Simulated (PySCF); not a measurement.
# A diatomic session: SbPb

The task here is to estimate one member of a computed series from the others.

Computed with PySCF 2.14.0. Level: Sb cc-pVDZ-PP with ECP28, Pb cc-pVDZ-PP with ECP60, scalar-relativistic core potentials.

Set-up of the first run:

The job is set up so:

| Item | Value |
| --- | --- |
| atoms | Sb, Pb |
| charge | 0 |
| basis | Sb cc-pVDZ-PP with ECP28, Pb cc-pVDZ-PP with ECP60 |
| Hamiltonian | scalar-relativistic core potentials |
| basis functions | 46 |
| electrons treated | 45 |
| masses in u | 120.9038, 207.9766 |
| levels | PBE0, PBE, r²SCAN, BP86, B3LYP, TPSSh, ωB97X, HF, MP2, SCS-MP2, CCSD, CCSD(T) |
| grid | 80 radial by 434 angular points |
| occupations | held fixed by the projection of orbital angular momentum |
| dissociation limit | Sb + Pb, each in its ground configuration |
| starting distance in angstrom | 2.760 |
| values of 2S to try | 1, 3, 5 |

On the command line:

```
$ OMP_NUM_THREADS=1 python dia.py task.json out
```

Steps of the session up to this table: The job; PBE0 along the bond; Higher solutions at PBE0; PBE (GGA); r²SCAN (meta-GGA); BP86; B3LYP; TPSSh (hybrid meta-GGA); ωB97X (range-separated hybrid); UHF (mean field); Adding correlation.

One of the session's tables, all rows but one given; the rest of the session is left out.

Energy (eV) from each level's lowest point:

```
R (Å)    UHF  UHF-MP2  UHF-SCS-MP2  UHF-CCSD  UHF-CCSD(T)
2.345  1.083    1.356        1.372       n/a          n/a
2.454  0.351    0.786        0.795     0.603        0.676
2.563  0.104    0.198        0.212     0.203        0.241
2.645  0.003    0.045        0.052     0.054        0.074
2.727  0.000    0.000        0.000     0.000        0.002
2.809      ?        ?            ?         ?            ?
2.918  0.246    0.153        0.136     0.116        0.071
3.054  0.549    0.396        0.365     0.310        0.230
3.218  0.965    0.859        0.810     0.563        0.454
3.436  1.457    1.640        1.559       n/a          n/a
```

Estimate the missing values for R (Å) = 2.809.

Worked estimate for «UHF». A straight line through the neighbours (2.727, 0.000) and (2.918, 0.246) gives 0.000 + (0.246 − 0.000) × (2.809 − 2.727) / (2.918 − 2.727) = 0.106; a parabola fitted to 4 rows on both sides gives 0.077.

As computed: UHF: 0.071; UHF-MP2: 0.030; UHF-SCS-MP2: 0.023; UHF-CCSD: 0.017; UHF-CCSD(T): 0.000. In «UHF» the line misses by +0.035 and the parabola by +0.006.

State 2 has its PBE0 minimum 0.45 eV higher. State 3 has its PBE0 minimum 0.82 eV higher. The other levels ran on the lowest alone.
